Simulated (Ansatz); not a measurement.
Lu₃Al, space group Pm-3m: an equation of state with a fit, run with Ansatz's Python interface.

`eos_lu3al.py`
```python
# -*- coding: utf-8 -*-
"""Energy against volume for Lu3Al, with a fit."""

import ansatz as az
import numpy as np
from pymatgen.analysis.eos import EOS

vectors0 = np.array([
    [4.62655, 0.0, 0.0],
    [0.0, 4.62655, 0.0],
    [0.0, 0.0, 4.62655],
])
sites = [
    ("Lu", [0.0, 0.5, 0.5]),
    ("Lu", [0.5, 0.0, 0.5]),
    ("Lu", [0.5, 0.5, 0.0]),
    ("Al", [0.0, 0.0, 0.0]),
]


def make_crystal(cell):
    crystal = az.Crystal(lattice=az.Lattice.of(cell))
    for symbol, position in sites:
        crystal = crystal.atom(symbol, position)
    return crystal

# scale the volume, keep shape and fractions
volumes, energies = [], []
for scale in np.linspace(0.9, 1.1, 9):
    cell = vectors0 * scale ** (1 / 3)
    job = (
        make_crystal(cell).calculation()
        .functional("r2SCAN")
        .occupations(az.OccupationsMethod.FERMI_DIRAC, width=0.1)  # fractional filling near the Fermi level
        .basis(600)
        .kpoints(5, 5, 5)  # the mesh must be finer for metals
    )
    rep = job.run().report
    volumes.append(abs(np.linalg.det(cell)) / len(sites))
    energies.append(rep["free_energy_ev"] / len(sites))
    print(f"V = {volumes[-1]:8.4f} A^3/atom  F = {energies[-1]:.5f} eV/atom")

for form in ["pourier_tarantola", "murnaghan"]:
    fit = EOS(eos_name=form).fit(volumes, energies)
    print(f"{form:18s} V0 {fit.v0:8.4f} A^3/atom  B0 {fit.b0_GPa:7.1f} GPa  B1 {fit.b1:5.2f}")
```

Where does the minimum lie against the volume typed, and how stiff is the crystal?

A third-order Birch-Murnaghan fit through the 9 points (the script's own form differs a little) has its minimum at 24.68 Å³ an atom, 0.3 % below the typed cell, with a bulk modulus of 58 GPa and dB/dP = 3.6. From that minimum the energy rises by 48.8 meV an atom on the compressed side and 40.8 meV on the expanded side.

What the script printed:

```console
$ python eos_lu3al.py
V =  22.2820 A^3/atom  F = -11193.05281 eV/atom
V =  22.9010 A^3/atom  F = -11193.07583 eV/atom
V =  23.5199 A^3/atom  F = -11193.09109 eV/atom
V =  24.1388 A^3/atom  F = -11193.09943 eV/atom
V =  24.7578 A^3/atom  F = -11193.10159 eV/atom
V =  25.3767 A^3/atom  F = -11193.09822 eV/atom
V =  25.9957 A^3/atom  F = -11193.08995 eV/atom
V =  26.6146 A^3/atom  F = -11193.07730 eV/atom
V =  27.2336 A^3/atom  F = -11193.06079 eV/atom
pourier_tarantola  V0  24.6787 A^3/atom  B0    57.6 GPa  B1  3.58
murnaghan          V0  24.6791 A^3/atom  B0    57.4 GPa  B1  3.56
```

What to keep in mind:
- Total energies depend on the potentials; only differences at equal settings carry meaning.
- For a metal this k-point mesh is coarse: on a finer one energies can move by several to tens of meV an atom and pressures by half a GPa or more, differences at one mesh by less.
- The structure comes from a database of computed cells and needn't be a stable or known phase.
- Wall time of the script: 94 s on 1 thread of Arm Neoverse V1, on a shared host, peak memory 0.76 GiB.
